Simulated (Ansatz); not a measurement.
# BGeNH (quartet): the correlation ladder at a displaced geometry (v2), cc-pVDZ

How much of the correlation energy of BGeNH (quartet) does each wave-function method recover here?

The runs use Ansatz 0.2.0, Gaussian basis; cc-pVDZ, core rule «outside noble gas», up to 16 orbitals frozen.

Plan: UHF; CCSD(T) on ROHF; CCSD(T) on UHF; BCCD(T) on ROHF; CISD as a restricted active space (open shells left free, so some higher excitations enter); CCSDT(Q) on ROHF; CCSDT(Q) on UHF.

27 further runs of the same task are left out: 12 that didn't finish, 15 set aside as unsound or not needed. Runs told in other sessions of the task aren't counted.

## 1. The geometry

The geometry is a PBE0/def2-TZVP stationary point (not a proven minimum) with its atoms shifted at random (size 0.100 Å). No spin-orbit coupling is included. The filled d shell of Ge may be among the frozen orbitals whatever the setting's name suggests.

4 atoms, charge 0, spin multiplicity 4.

Atoms are counted from 1 here; the program's logs count them from 0.

Bond lengths: B1–Ge2 2.132 Å, B1–N3 1.371 Å, B1–H4 1.140 Å, Ge2–N3 1.947 Å. Angles: Ge2–B1–N3 63.2°, Ge2–B1–H4 148.5°, N3–B1–H4 147.5°, B1–Ge2–N3 39.0°, B1–N3–Ge2 77.8°.

Coordinates:

```xyz
4
charge 0, multiplicity 4
B     0.1342    0.5334    1.5652
Ge   -0.0306    0.0558   -0.5057
N     0.0460   -0.7965    1.2428
H     0.1291    1.3268    2.3832
```

## 2. UHF

in.yaml reads:

```yaml
crystal:
  periodic: [false, false, false]
  atoms:
    - {symbol: B, position_ang: [0.134238, 0.533409, 1.565216]}
    - {symbol: Ge, position_ang: [-0.030637, 0.055779, -0.505653]}
    - {symbol: N, position_ang: [0.045984, -0.796461, 1.242760]}
    - {symbol: H, position_ang: [0.129092, 1.326770, 2.383185]}
basis:
  gaussian: {orbitals: cc-pVDZ}
magnetization: {spin_polarized: true, initial_magnetization: 3}
hamiltonian: {xc: hf}
output: {orbitals: {seedname: orbitals}}
```

On the command line:

```
> ansatz run in.yaml --threads 1 --pin off --events-out ev --progress --plain --max-ram 2393MiB
```

The runs that follow: CCSD(T) on ROHF; CCSD(T) on UHF; BCCD(T) on ROHF; CISD as a restricted active space (open shells left free, so some higher excitations enter); CCSDT(Q) on ROHF; CCSDT(Q) on UHF.

Before running them: what should the planned runs give, taken together? Wanted: UCCSDT(Q) from the RHF energy; RMP2 from UCCSDT(Q); UMP2 from UCCSDT(Q); RCCSD from UCCSDT(Q); RCCSD(T) from UCCSDT(Q); UCCSD(T) from UCCSDT(Q); RCCSDT(Q) from UCCSDT(Q); T1 diagnostic.

The runs gave:

```
                         quantity              value
    UCCSDT(Q) from the ROHF energy         -9.1228 eV
              RMP2 from UCCSDT(Q)      +102.9 kJ/mol
              UMP2 from UCCSDT(Q)      +121.6 kJ/mol
             RCCSD from UCCSDT(Q)       +48.4 kJ/mol
          RCCSD(T) from UCCSDT(Q)        +8.3 kJ/mol
          UCCSD(T) from UCCSDT(Q)        +7.5 kJ/mol
         RCCSDT(Q) from UCCSDT(Q)        +1.8 kJ/mol
levels within 1 kcal/mol (43 meV)  UCCSDT, RCCSDT(Q)
                    T1 diagnostic              0.033
```

**Reading.** RCCSD(T) lands +8.3 kJ/mol from the yardstick (0.9 % of the correlation energy). These misses are within one basis, not against nature; the frozen cores of restricted and unrestricted runs differ, which can shift their rows.
